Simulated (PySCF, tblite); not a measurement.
**C2H7O2PSi2: geometry, infrared bands and NMR shifts**

Wanted: the infrared bands and NMR shifts of C2H7O2PSi2 (`O=CC(=O)[SiH2][SiH2]P`), by calculation.

Computed with tblite 0.8.0 and PySCF 2.14.0, with density-fitted response routines of our own, on a single molecule in the gas phase. Atoms are numbered from 0 throughout.

## Step 1: The starting structure

14 atoms, charge 0, multiplicity 1; geometry from: force field or distance geometry start.

Bonds of the start (Å): O0–C1 1.26, C1–C2 1.44, C2–O3 1.26, C2–Si4 1.84, Si4–Si5 2.22, Si5–P6 2.22, C1–H7 1.10, Si4–H8 1.47, Si4–H9 1.49, Si5–H10 1.45, Si5–H11 1.47, P6–H12 1.46, P6–H13 1.45.

## Step 2: Relaxing the molecule with GFN2-xTB

What the job is given:

```
{"job": {"kind": "relax", "xc": "GFN2-xTB", "basis": "xTB"}, "charge": 0, "multiplicity": 1}
O      1.842300     1.261400    -0.956400
C      2.563800     0.423800    -0.358000
C      2.007000    -0.591300     0.503800
O      2.809200    -1.386600     1.061900
Si     0.217900    -0.818200     0.843300
Si    -1.067600     0.915200     0.341800
P     -3.148300     0.210600     0.652800
H      3.648200     0.502300    -0.499000
H      0.062500    -1.069500     2.284900
H     -0.279600    -1.968600     0.038800
H     -0.865000     1.389900    -1.010600
H     -0.826400     2.000400     1.300400
H     -3.149300    -1.217200     0.961100
H     -3.815500     0.347300    -0.626800
```

Command:

```console
> OMP_NUM_THREADS=1 python probes_run.py task.json out
```

This one command runs all jobs of the session in turn.

What it wrote:

```text
step      E/eV     max force
  0    -594.37731    4.274
  1    -594.61046    4.031
  2    -594.81689    1.156
  3    -594.92115    0.938
  4    -595.08800    1.830
  5    -595.14809    1.188
  6    -595.18618    0.657
  7    -595.20981    0.306
  8    -595.22038    0.319
  9    -595.23867    0.443
 10    -595.25345    0.527
 11    -595.26844    0.351
 12    -595.27797    0.205
 13    -595.28379    0.158
 14    -595.28762    0.194
 15    -595.29071    0.141
 16    -595.29285    0.098
 17    -595.29420    0.073
 18    -595.29516    0.076
 19    -595.29614    0.093
 20    -595.29732    0.109
 21    -595.29872    0.144
 22    -595.30036    0.161
 23    -595.30233    0.153
 24    -595.30440    0.125
 25    -595.30608    0.099
 26    -595.30731    0.105
 27    -595.30867    0.110
 28    -595.31091    0.147
 29    -595.31442    0.177
 30    -595.31833    0.166
 31    -595.32163    0.146
 32    -595.32446    0.144
 33    -595.32774    0.194
 34    -595.33411    0.322
 35    -595.34417    0.406
 36    -595.35531    0.321
 37    -595.35158    0.823
 38    -595.36910    0.137
 39    -595.37192    0.142
 40    -595.37769    0.225
 41    -595.38142    0.222
 42    -595.38812    0.126
 43    -595.39190    0.141
 44    -595.39478    0.189
 45    -595.39714    0.166
 46    -595.40007    0.262
 47    -595.40290    0.193
 48    -595.40525    0.111
 49    -595.40588    0.082
 50    -595.40672    0.078
 51    -595.40732    0.094
 52    -595.40830    0.095
 53    -595.40960    0.134
 54    -595.41124    0.127
 55    -595.41258    0.101
 56    -595.41346    0.075
 57    -595.41422    0.073
 58    -595.41541    0.122
 59    -595.41766    0.163
 60    -595.42139    0.172
 61    -595.42529    0.206
 62    -595.42770    0.120
 63    -595.42844    0.133
 64    -595.42881    0.166
 65    -595.42924    0.071
 66    -595.42983    0.051
 67    -595.43052    0.110
 68    -595.43124    0.132
 69    -595.43188    0.082
 70    -595.43236    0.074
 71    -595.43268    0.031
 72    -595.43289    0.034
 73    -595.43312    0.039
 74    -595.43350    0.060
 75    -595.43413    0.075
 76    -595.43515    0.074
 77    -595.43653    0.076
 78    -595.43795    0.113
 79    -595.43924    0.183
 80    -595.44003    0.078
 81    -595.44118    0.159
 82    -595.44195    0.082
 83    -595.44287    0.096
 84    -595.44337    0.137
 85    -595.44425    0.155
 86    -595.44477    0.112
 87    -595.44526    0.093
 88    -595.44576    0.090
 89    -595.44641    0.072
 90    -595.44693    0.066
 91    -595.44723    0.058
 92    -595.44747    0.072
 93    -595.44778    0.079
 94    -595.44812    0.056
 95    -595.44837    0.035
 96    -595.44850    0.039
 97    -595.44859    0.049
 98    -595.44871    0.040
 99    -595.44909    0.035
100    -595.44967    0.039
101    -595.45050    0.047
102    -595.45106    0.061
103    -595.45139    0.036
104    -595.45159    0.039
105    -595.45173    0.048
106    -595.45192    0.049
107    -595.45224    0.076
108    -595.45260    0.105
109    -595.45312    0.127
110    -595.45371    0.108
111    -595.45434    0.069
112    -595.45484    0.043
113    -595.45513    0.045
114    -595.45529    0.049
115    -595.45539    0.080
116    -595.45551    0.048
117    -595.45570    0.033
118    -595.45610    0.077
119    -595.45647    0.045
120    -595.45700    0.086
121    -595.45761    0.067
122    -595.45803    0.044
123    -595.45825    0.030
124    -595.45839    0.033
125    -595.45852    0.040
126    -595.45869    0.047
127    -595.45901    0.056
128    -595.45958    0.063
129    -595.46026    0.082
130    -595.46126    0.122
131    -595.46203    0.199
132    -595.46361    0.144
133    -595.46500    0.107
134    -595.46617    0.076
135    -595.46674    0.108
136    -595.46754    0.073
137    -595.46817    0.058
138    -595.46885    0.061
139    -595.46978    0.079
140    -595.47100    0.085
141    -595.47206    0.103
142    -595.47328    0.072
143    -595.47408    0.070
144    -595.47494    0.092
145    -595.47579    0.102
146    -595.47699    0.092
147    -595.47786    0.048
148    -595.47822    0.051
149    -595.47820    0.073
150    -595.47839    0.026
151    -595.47845    0.022
152    -595.47858    0.038
153    -595.47868    0.042
154    -595.47889    0.044
155    -595.47918    0.046
156    -595.47959    0.048
157    -595.48004    0.047
158    -595.48048    0.050
159    -595.48079    0.047
160    -595.48067    0.093
161    -595.48106    0.025
162    -595.48111    0.020
163    -595.48125    0.030
164    -595.48132    0.022
165    -595.48145    0.027
166    -595.48156    0.030
167    -595.48167    0.029
168    -595.48175    0.033
169    -595.48181    0.020
170    -595.48185    0.018
171    -595.48187    0.012
172    -595.48188    0.011
173    -595.48190    0.011
174    -595.48191    0.012
175    -595.48194    0.016
176    -595.48197    0.018
177    -595.48202    0.018
178    -595.48207    0.016
179    -595.48214    0.016
180    -595.48222    0.022
181    -595.48230    0.027
182    -595.48236    0.021
183    -595.48239    0.011
184    -595.48240    0.009
```

Run time: 1.6 s. Hardware: 1 thread of Arm Neoverse V1, shared host.

Step by step: (not every step is listed)

```
step  energy from step 0 (eV)  largest force (eV/Å)
   0                   0.0000                4.2735
   1                  -0.2332                4.0311
   2                  -0.4396                1.1563
   3                  -0.5438                0.9383
   4                  -0.7107                1.8304
   5                  -0.7708                1.1885
   6                  -0.8089                0.6565
   7                  -0.8325                0.3062
   8                  -0.8431                0.3190
  25                  -0.9288                0.0990
  42                  -1.0108                0.1257
  59                  -1.0403                0.1627
  76                  -1.0578                0.0743
  93                  -1.0705                0.0789
 110                  -1.0764                0.1077
 127                  -1.0817                0.0561
 144                  -1.0976                0.0921
 161                  -1.1037                0.0249
 178                  -1.1048                0.0158
 179                  -1.1048                0.0161
 180                  -1.1049                0.0225
 181                  -1.1050                0.0271
 182                  -1.1051                0.0206
 183                  -1.1051                0.0114
 184                  -1.1051                0.0086
```

Distances of close pairs at the start and the end, largest changes first:

```
   bond  before (Å)  after (Å)  change (Å)
Si4–Si5       2.216      2.348      +0.132
 C2–Si4       1.835      1.934      +0.099
 P6–H12       1.461      1.383      -0.078
 P6–H13       1.450      1.384      -0.066
  C2–O3       1.260      1.206      -0.053
 Si5–P6       2.219      2.263      +0.045
  O0–C1       1.257      1.215      -0.042
  C1–C2       1.443      1.469      +0.026
```

The final coordinates are the input of the step that follows.

## Step 3: Infrared spectrum with GFN2-xTB

What the job is given:

```
{"job": {"kind": "ir", "xc": "GFN2-xTB", "basis": "xTB"}, "charge": 0, "multiplicity": 1}
O      1.597504     1.195611    -0.756835
C      2.345245     0.420325    -0.193846
C      1.904476    -0.445263     0.907968
O      2.439262    -0.651089     1.969703
Si     0.162877    -1.127929     0.415883
Si    -0.964859     0.905732     0.090969
P     -3.146352     0.673479     0.647341
H      3.341046     0.183055    -0.609595
H     -0.201696    -2.078010     1.469578
H      0.356753    -1.885637    -0.826661
H     -1.038827     1.336365    -1.306004
H     -0.500453     1.986654     0.967074
H     -2.938667    -0.019278     1.826000
H     -3.356987    -0.494487    -0.063691
```

What it wrote:

```text
mode    cm-1     km/mol
  1      37.1      0.96
  2      66.4      5.08
  3      85.9      2.33
  4      92.8      4.05
  5     110.7      9.78
  6     147.8     11.09
  7     185.4     13.06
  8     304.9     48.71
  9     319.9      5.64
 10     336.5     30.88
 11     390.6      0.18
 12     409.5      7.79
 13     462.2     23.77
 14     516.7      9.87
 15     565.2    170.46
 16     588.9     20.45
 17     593.4      6.23
 18     612.5     78.84
 19     653.5    122.93
 20     707.7    171.80
 21     715.5     11.66
 22     754.4    163.20
 23     781.7    143.00
 24     835.2    136.44
 25     969.9     26.23
 26    1151.4     16.16
 27    1292.1     11.50
 28    1657.1    247.20
 29    1740.4    543.05
 30    2205.3     24.16
 31    2218.1    222.72
 32    2238.0    171.01
 33    2252.4    243.29
 34    2296.1    193.64
 35    2385.8    161.33
 36    2785.0     51.02
```

Run time: 0.59 s. Hardware: 1 thread of Arm Neoverse V1, shared host.

Which atoms move in the most intense modes:

```
cm⁻¹  km/mol                                   atoms
 565   170.5              H9 29 %, H8 22 %, H11 11 %
 708   171.8  H11 29 %, H10 22 %, H13 13 %, H12 10 %
1657   247.2                        C1 56 %, O0 39 %
1740   543.0                        C2 59 %, O3 37 %
2218   222.7             H9 58 %, H11 24 %, H10 11 %
2238   171.0                       H10 71 %, H8 12 %
2252   243.3                       H8 80 %, H10 14 %
2296   193.6                      H13 51 %, H12 43 %
```

## Step 4: Shielding tensors: PBE0/pcSseg-1

Same as in step 3 but for these lines:

```diff
@@ -1,2 +1,2 @@
-{"job": {"kind": "ir", "xc": "GFN2-xTB", "basis": "xTB"}, "charge": 0, "multiplicity": 1}
+{"job": {"kind": "nmr", "xc": "PBE0", "basis": "pcSseg-1"}, "charge": 0, "multiplicity": 1}
 O      1.597504     1.195611    -0.756835
```

Level: GIAO PBE0/pcSseg-1 NMR shielding, non-relativistic, gas phase.

What it wrote:

```text
coarse grid: 13560 points
cycle   1  E = -1150.2094285135  dE =  8.507e-01  |g| = 9.968e-01  |ddm| = 3.464e+00
cycle   2  E = -1149.3448106260  dE =  8.646e-01  |g| = 2.330e+00  |ddm| = 2.667e+00
cycle   3  E = -1150.4073268042  dE = -1.063e+00  |g| = 7.827e-02  |ddm| = 2.005e+00
cycle   4  E = -1150.4080503818  dE = -7.236e-04  |g| = 6.391e-02  |ddm| = 1.558e-01
cycle   5  E = -1150.4089606461  dE = -9.103e-04  |g| = 2.107e-02  |ddm| = 6.878e-02
cycle   6  E = -1150.4090253798  dE = -6.473e-05  |g| = 1.002e-02  |ddm| = 1.992e-02
cycle   7  E = -1150.4090460056  dE = -2.063e-05  |g| = 2.110e-03  |ddm| = 1.080e-02
cycle   8  E = -1150.4090470882  dE = -1.083e-06  |g| = 7.375e-04  |ddm| = 3.025e-03
final grid: 118216 points
cycle   9  E = -1150.4697494978  dE =  1.741e-06  |g| = 1.300e-02  |ddm| = 2.205e-02
cycle  10  E = -1150.4696374115  dE =  1.121e-04  |g| = 2.782e-02  |ddm| = 2.511e-02
cycle  11  E = -1150.4697793293  dE = -1.419e-04  |g| = 8.344e-04  |ddm| = 1.767e-02
cycle  12  E = -1150.4697794784  dE = -1.491e-07  |g| = 1.939e-04  |ddm| = 1.102e-03
cycle  13  E = -1150.4697794898  dE = -1.134e-08  |g| = 3.714e-05  |ddm| = 3.071e-04
cycle  14  E = -1150.4697794902  dE = -4.145e-10  |g| = 2.556e-05  |ddm| = 6.468e-05
converged SCF energy = -1150.4697794902

GIAO shielding tensors (ppm)
atom      isotropic    diamagn.    paramagn.     s11        s22        s33       span
  0 O     -336.642     402.796    -739.437   -901.045   -455.381    346.501   1247.546
  1 C      -14.883     250.872    -265.755   -128.467    -15.676     99.495    227.963
  2 C      -65.157     261.730    -326.887   -191.297    -75.958     71.785    263.082
  3 O     -567.676     395.513    -963.189  -1610.163   -472.216    379.351   1989.514
  4 Si     409.154     882.721    -473.567    328.616    432.015    466.831    138.214
  5 Si     443.074     879.769    -436.696    428.598    446.973    453.649     25.051
  6 P      593.275     967.053    -373.778    519.877    596.705    663.242    143.364
  7 H       22.151      26.516      -4.366     19.489     21.733     25.231      5.742
  8 H       27.895      30.960      -3.064     24.703     26.244     32.739      8.036
  9 H       27.231      30.460      -3.229     24.772     25.657     31.265      6.493
 10 H       26.951      29.450      -2.499     23.019     25.640     32.194      9.175
 11 H       27.343      29.708      -2.365     23.553     26.297     32.179      8.626
 12 H       30.725      31.123      -0.398     25.755     28.116     38.305     12.550
 13 H       30.810      31.066      -0.255     26.281     28.145     38.005     11.724
```

It took 36 s on 1 thread of Arm Neoverse V1, shared host; peak memory 0.8 GiB.

Shifts follow as δ = σ(reference) − σ, with reference shieldings (ppm) from runs at the same level and on the same kind of geometry: ¹H TMS 31.72, ¹³C TMS 186.9, ²⁹Si TMS 349.2, ¹⁷O H2O 336.1, ³¹P H3PO4 318.4. The references are single molecules in the gas phase, so shifts against H2O, NH3, PH3, H3PO4 or CFCl3 are not on the usual liquid scales and can be off by tens of ppm. Atoms listed in one row are averaged.

```
   atoms                              environment  σ (ppm)  δ (ppm)  δ scaled to CDCl3
      C2                          carbonyl carbon    -65.2    252.1              244.1
      C1                 aldehyde carbonyl carbon    -14.9    201.8              195.0
      H7  hydrogen on an aldehyde carbonyl carbon    22.15     9.57               9.12
H10, H11    hydrogen on a silicon bonded to P, Si    27.15     4.57                  –
  H8, H9    hydrogen on a silicon bonded to C, Si    27.56     4.15                  –
H12, H13    hydrogen on a phosphorus bonded to Si    30.77     0.95                  –
      O3                          carbonyl oxygen   -567.7    903.8                  –
      O0                          aldehyde oxygen   -336.6    672.7                  –
     Si4             silicon bonded to C, Si, 2 H    409.2    -60.0                  –
     Si5             silicon bonded to P, Si, 2 H    443.1    -93.9                  –
      P6             phosphorus bonded to Si, 2 H    593.3   -274.9                  –
```

The scaled column applies a straight-line fit of computed shieldings to shifts measured in CDCl3 (root-mean-square error 0.16 ppm for H, 1.9 ppm for C).

The run also stored atomic charges by several schemes (e):

```
atoms  Mulliken    IAO  Hirshfeld  ESP fit
   O0     -0.36  -0.36      -0.15    -0.43
   C1      0.30   0.22       0.14     0.34
   C2     -0.03   0.11       0.07     0.37
   O3     -0.31  -0.34      -0.20    -0.41
  Si4      0.29   0.37       0.23    -0.01
  Si5      0.16   0.32       0.18     0.42
   P6     -0.22  -0.10      -0.04    -0.43
```

Mayer bond orders: O0–C1 1.90, C1–C2 0.89, C2–O3 1.95, C2–Si4 0.81, Si4–Si5 0.83, Si5–P6 0.94.

The fields below are evaluated on a grid from the run's orbitals.

Frontier orbitals at PBE0/pcSseg-1, with the share of their density that lies nearest to each atom:

```
orbital  energy (eV)                                         lies on
   HOMO        -6.78                      P6 30 %; O3 19 %; Si4 10 %
   LUMO        -3.09  C1, C2 about 22 % each; O0, O3 about 20 % each
```

ELF in a plane through or near 5 of the atoms.

Values, 10 rows by 14 columns:
```
0.00 0.00 0.00 0.00 0.00 0.00 0.00 0.00 0.00 0.00 0.00 0.00 0.00 0.00
0.00 0.00 0.00 0.00 0.00 0.00 0.04 0.23 0.02 0.00 0.00 0.00 0.00 0.00
0.00 0.00 0.00 0.00 0.00 0.01 0.86 1.00 0.91 0.01 0.00 0.00 0.00 0.00
0.00 0.00 0.00 0.06 0.15 0.17 0.54 0.99 0.64 0.01 0.03 0.02 0.00 0.00
0.00 0.00 0.00 0.02 0.44 0.85 0.18 0.14 0.57 0.13 0.52 0.47 0.09 0.01
0.00 0.00 0.95 0.98 0.33 0.39 0.12 0.86 0.15 0.85 0.14 0.53 0.66 0.12
0.00 0.00 0.81 0.88 0.52 0.46 0.67 0.27 0.19 0.54 0.71 0.92 0.84 0.10
0.00 0.00 0.00 0.01 0.62 0.87 0.40 0.58 0.95 0.16 0.11 0.48 0.18 0.00
0.00 0.00 0.00 0.00 0.02 0.06 0.00 0.06 0.16 0.01 0.00 0.00 0.00 0.00
0.00 0.00 0.00 0.00 0.00 0.00 0.00 0.00 0.00 0.00 0.00 0.00 0.00 0.00
```
The map spans 12.0 Å across and 10.0 Å up, centred on the molecule. Atoms in the plane (x, y in Å): O0 (-1.6, -1.6), C1 (-2.3, -0.7), Si4 (-0.2, 1.0), H7 (-3.4, -0.7), H8 (0.2, 2.4).

On the surface of density 0.002 e/bohr³ the electrostatic potential runs, from the 1st to the 99th percentile, from -1.11 V near O3 to 1.69 V near H7.

## Step 5: What came out

| quantity | value |
| --- | --- |
| strongest single infrared mode (GFN2-xTB) | 1740 cm⁻¹, 543 km/mol |
| zero-point energy (GFN2-xTB) | 47.8 kcal/mol |
| ¹³C shifts against TMS (PBE0/pcSseg-1) | 252.1, 201.8 ppm |
| ¹H shifts against TMS (PBE0/pcSseg-1, means over atoms taken as alike) | 9.57, 4.57, 4.15, 0.95 ppm |
| ¹⁷O shifts against H2O (PBE0/pcSseg-1) | 903.8, 672.7 ppm |
| ²⁹Si shifts against TMS (PBE0/pcSseg-1) | -60.0, -93.9 ppm |
| ³¹P shifts against H3PO4 (PBE0/pcSseg-1) | -274.9 ppm |
| surface potential, 1st and 99th percentile | -1.11 V and 1.69 V |

In words: The optimisation took 184 steps and gained 1.105 eV; among the close pairs (by a distance rule), Si4–Si5 changed most, from 2.216 to 2.348 Å. No mode is imaginary among the 36: a minimum at this level. The strongest single mode, at 1740 cm⁻¹, moves mainly C2 and O3. Unscaled tight-binding wavenumbers are off by several per cent, some by more. Its intensities can rank the bands wrongly. The most deshielded hydrogen is H7 (hydrogen on an aldehyde carbonyl carbon), at 9.57 ppm: deshielded by the polar, anisotropic C=O bond. At PBE0/pcSseg-1: The largest span, 1990 ppm, is at O3, where the paramagnetic term is -963 ppm. At PBE0/pcSseg-1, counted by nearest atom on the grid, the HOMO lies on P6 30 %; O3 19 %, the LUMO on C1, C2 about 22 % each; O0, O3 about 20 % each.
